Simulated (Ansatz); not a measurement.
# AlH3 (SMILES [AlH3]): PBE/def2-TZVPPD

What is the electronic atomisation energy of AlH3 at PBE/def2-TZVPPD? 

Program for the calculation: Ansatz 0.2.0.

35 further runs of the same task are left out: 1 that didn't finish, 34 set aside as unsound or not needed.

### Step 1. The structure to begin with

AlH3 has 4 atoms, charge 0, and is taken as a singlet. SMILES: `[AlH3]`. Geometry: relaxed at PBE0-D4/def2-TZVP.

Bond lengths: Al1–H2 1.586 Å, Al1–H3 1.586 Å, Al1–H4 1.586 Å. Angles: H2–Al1–H3 120.0°, H2–Al1–H4 120.0°, H3–Al1–H4 120.0°.

### Step 2. The energy at PBE/def2-TZVPPD

Input file molecule.yaml:

```yaml
basis:
  gaussian:
    orbitals: def2-TZVPPD.json
crystal:
  periodic: [false, false, false]
  atoms:
    - {symbol: Al, position_ang: [0.013700, -0.014800, -0.005100]}
    - {symbol: H, position_ang: [0.633200, 0.670900, 1.283600]}
    - {symbol: H, position_ang: [-1.340800, -0.832000, 0.105100]}
    - {symbol: H, position_ang: [0.749400, 0.115700, -1.403900]}
output: {orbitals: {seedname: orbitals}}
hamiltonian:
  xc: pbe
accuracy: high
```

The basis set def2-TZVPPD is read from a file made from the Basis Set Exchange's data (not shown).

Started as:

```sh
ansatz run molecule.yaml --threads 1 --pin off --max-ram 3480MiB --events-out events.jsonl --progress --plain --runs-dir runs
```

Log:

```text
Warning: RAYON_NUM_THREADS=1 ignored (pool sized by the plan → 1); use --threads N
Functional definition: PBE
  name "PBE"
  parameter kappa = 0.804
  parameter beta = 0.06672455060314922
  exchange = pbe_x(kappa = kappa, mu = beta*pi^2/3)
  correlation = pbe_c(beta = beta)
1496 factors; integrals over basis functions are off by at most 3.3e-9 eV
mean field evaluation 1: about -6639.9161 eV, gradient 1.6e1 eV
mean field evaluation 2: about -6640.7329 eV, gradient 7.7e0 eV
mean field evaluation 4: about -6640.9725 eV, gradient 9.9e-2 eV
mean field evaluation 8: about -6640.9706 eV, gradient 2.2e-3 eV
mean field evaluation 16: about -6640.9706 eV, gradient 1.3e-8 eV
mean field -6640.97060595 eV, -244.0511683570 hartree, gradient 1.3e-8 eV, S^2 0.000000; 0 other end points of the search recorded, 0 dependent functions left out
reference -6640.97060935 eV, -244.0511684821 hartree; 8, 8 occupied and 91, 91 virtual orbitals, 1496 factors
Total energy: -6640.97060935 eV, -244.0511684821 hartree
```

Run time: 2.9 s. Hardware: 1 thread of Arm Neoverse V1, shared host; peak memory 0.18 GiB.

### Step 3. The Al atom at the same level

Input file input.yaml:

```yaml
crystal:
  periodic: [false, false, false]
  atoms:
    - {symbol: Al, position_ang: [0.000000, 0.000000, 0.000000]}
basis:
  gaussian:
    orbitals: def2-TZVPPD.json
magnetization:
  spin_polarized: true
  initial_magnetization: 1
hamiltonian:
  xc: {name: PBE}
accuracy: high
```

The basis set def2-TZVPPD is read from a file made from the Basis Set Exchange's data (not shown).

Started as:

```sh
ansatz run input.yaml --threads 1 --pin off --max-ram 3480MiB --events-out events.jsonl --progress --plain --runs-dir runs
```

Log (excerpt; [...] marks lines left out):

```text
Warning: RAYON_NUM_THREADS=1 ignored (pool sized by the plan → 1); use --threads N
[... 6 set-up lines as earlier in the session ...]
459 factors; integrals over basis functions are off by at most 2.8e-9 eV
mean field evaluation 1: about -6591.2995 eV, gradient 1.9e0 eV
mean field evaluation 2: about -6591.3492 eV, gradient 5.3e-1 eV
mean field evaluation 4: about -6591.3517 eV, gradient 3.0e-1 eV
mean field evaluation 8: about -6591.3520 eV, gradient 4.0e-4 eV
mean field evaluation 16: about -6591.2481 eV, gradient 2.6e0 eV
mean field evaluation 32: about -6591.3520 eV, gradient 7.1e-8 eV
mean field -6591.35199009 eV, -242.2277178571 hartree, gradient 7.0e-8 eV, S^2 0.755317; 1 other end points of the search recorded, 0 dependent functions left out
reference -6591.35199213 eV, -242.2277179319 hartree; 7, 6 occupied and 41, 42 virtual orbitals, 459 factors
Total energy: -6591.35199213 eV, -242.2277179319 hartree
```

Run time: 2.1 s. Hardware: 1 thread of Arm Neoverse V1, shared host; peak memory 0.1 GiB.

### Step 4. The H atom, same level

Input file molecule.yaml:

```yaml
crystal:
  periodic: [false, false, false]
  atoms:
    - {symbol: H, position_ang: [0.000000, 0.000000, 0.000000]}
basis:
  gaussian:
    orbitals: def2-TZVPPD.json
magnetization:
  spin_polarized: true
  initial_magnetization: 1
hamiltonian:
  xc: {name: PBE}
accuracy: high
```

The basis set def2-TZVPPD is read from a file made from the Basis Set Exchange's data (not shown).

Run the same way, it converges to -0.49962 Eh (log not shown).

### Step 5. Summary of results

Level: PBE/def2-TZVPPD.

| quantity | value |
| --- | --- |
| molecule: total energy | -244.05117 Eh |
| molecule: HOMO energy | -7.30 eV |
| molecule: LUMO energy | -2.54 eV |
| molecule: HOMO–LUMO gap | 4.76 eV |
| Al atom: total energy | -242.22772 Eh |
| Al atom: ⟨S²⟩ | 0.755 |
| H atom: total energy | -0.49962 Eh |
| H atom: ⟨S²⟩ | 0.750 |
| electronic atomisation energy | 8.833 eV |

Taking the molecule apart into free atoms costs 8.83 eV (204 kcal/mol), before zero-point energy and without spin-orbit coupling.
